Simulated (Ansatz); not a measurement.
The system is Te2Au.

```xyz
3
Lattice="3.5974 -2.2073 0.0000 3.5974 2.2073 0.0000 -0.0034 0.0000 5.0703" Properties=species:S:1:pos:R:3 pbc="T T T"
Au    0.0000    0.0000    0.0000
Te    2.2326    0.0000    3.6084
Te    4.9587    0.0000    1.4619
```

```yaml
Program: Ansatz 0.2.0
Task: relaxation of cell and atoms
Functional: PBE
Potentials_or_basis: Ansatz PAW
Cutoff: "420 eV (not typed: the program's choice for these potentials)"
k_mesh: 7 × 7 × 5
Occupations: fermi-dirac, width 0.05 eV
Spin: no spin polarisation
```

At the start: volume 26.84 Å³/atom.

Problem. How do energy, volume and symmetry change on relaxing?

Solution. It ends after 11 steps and the volume is 26.78 Å³/atom (-0.2 %); space group C2/m (No. 12, to 0.05 Å).

The path:
| step | energy change (eV) | largest force (eV/Å) | volume (Å³) |
| --- | --- | --- | --- |
| 1 | 0.0000 | 0.2670 | 80.52 |
| 2 | -0.0285 | 0.1204 | 82.99 |
| 3 | -0.0410 | 0.0912 | 81.84 |
| 4 | -0.0475 | 0.0646 | 80.35 |
| 5 | -0.0501 | 0.0546 | 80.64 |
| 6 | -0.0504 | 0.0669 | 80.36 |
| 7 | -0.0525 | 0.0131 | 80.52 |
| 8 | -0.0526 | 0.0157 | 80.44 |
| 9 | -0.0528 | 0.0072 | 80.29 |
| 10 | -0.0528 | 0.0024 | 80.33 |
| 11 | -0.0528 | 0.0025 | 80.33 |

Final structure:
```
Au Te
1.0
     3.66857   -2.10519    0.02000
     3.66857    2.10519    0.02000
     0.02476    0.00000    5.20108
Au Te
1 2
Direct
  0.00000 0.00000 0.00000
  0.32086 0.32086 0.71025
  0.67914 0.67914 0.28975
```

Caveat: the plane-wave basis is chosen anew once the cell has moved, so the energies of steps on either side of that aren't comparable.
